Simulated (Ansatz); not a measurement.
# Ti3Ag: the cost of one run

All numbers are computed with Ansatz 0.2.0 through its Python package. Level of theory: DFT PBEsol+D4, plane waves, PAW.

### 1 Starting point

Symmetry: Pm-3m, No. 221, cubic system. The conventional cell has a = 4.099 Å, b = 4.099 Å, c = 4.099 Å, α = 90.00°, β = 90.00°, γ = 90.00°. Ti (site symmetry 4/mmm) has 8 Ti at 2.90 Å and 4 Ag at 2.90 Å as nearest neighbours. Around Ag (site symmetry m-3m) lie 12 Ti at 2.90 Å.

The script holds or builds the structure itself.

### 2 The script

ti3ag_eos.py

```python
# -*- coding: utf-8 -*-
import ansatz as az
import numpy as np
from scipy.optimize import curve_fit

vectors0 = np.array([
    [4.098807, 0.0, 0.0],
    [0.0, 4.098807, 0.0],
    [0.0, 0.0, 4.098807],
])
sites = [
    ("Ti", [0.5, 0.5, 0.0]),
    ("Ti", [0.5, 0.0, 0.5]),
    ("Ti", [0.0, 0.5, 0.5]),
    ("Ag", [0.0, 0.0, 0.0]),
]


def build(cell):
    crystal = az.Crystal(lattice=az.Lattice.of(cell))
    for symbol, position in sites:
        crystal = crystal.atom(symbol, position)
    return crystal

def vinet(v, e0, v0, b0, b1):
    eta = (v / v0) ** (1 / 3)
    return e0 + 2 * b0 * v0 / (b1 - 1) ** 2 * (2 - (5 + 3 * b1 * (eta - 1) - 3 * eta) * np.exp(-1.5 * (b1 - 1) * (eta - 1)))


def main():
    volumes, energies, pressures = [], [], []
    for scale in np.linspace(0.88, 1.12, 7):
        cell = vectors0 * scale ** (1 / 3)
        setup = (
            build(cell).calculation()
            .functional("pbesol", dispersion="d4")
            .occupations("cold", width=0.1)
            .basis(500)
            .kpoints(6, 6, 6)
            .stress()
        )
        data = setup.run(threads=1, pin="off").report
        volumes.append(abs(np.linalg.det(cell)) / len(sites))
        energies.append(data["free_energy_ev"] / len(sites))
        pressures.append(np.trace(data["stress_gpa"]) / 3)
        print(f"V = {volumes[-1]:8.4f} A^3/atom  F = {energies[-1]:.5f} eV/atom  P = {pressures[-1]:8.3f} GPa")

    guess = (min(energies), volumes[int(np.argmin(energies))], 0.5, 4.5)
    (e0, v0, b0, b1), _ = curve_fit(vinet, np.array(volumes), np.array(energies), p0=guess, maxfev=20000)
    print(f"Vinet fit: V0 = {v0:.4f} A^3/atom, B0 = {160.21766 * b0:.1f} GPa, B1 = {b1:.2f}")
    print("largest residual", round(1000 * float(np.abs(vinet(np.array(volumes), e0, v0, b0, b1) - energies).max()), 3), "meV/atom")


if __name__ == "__main__":
    main()
```

### 3 The run

Command:

```bash
> python ti3ag_eos.py
```

What time and memory should one allow on 1 thread of Arm Neoverse V2, shared host?

About 20 s, with a peak of 0.49 GiB.
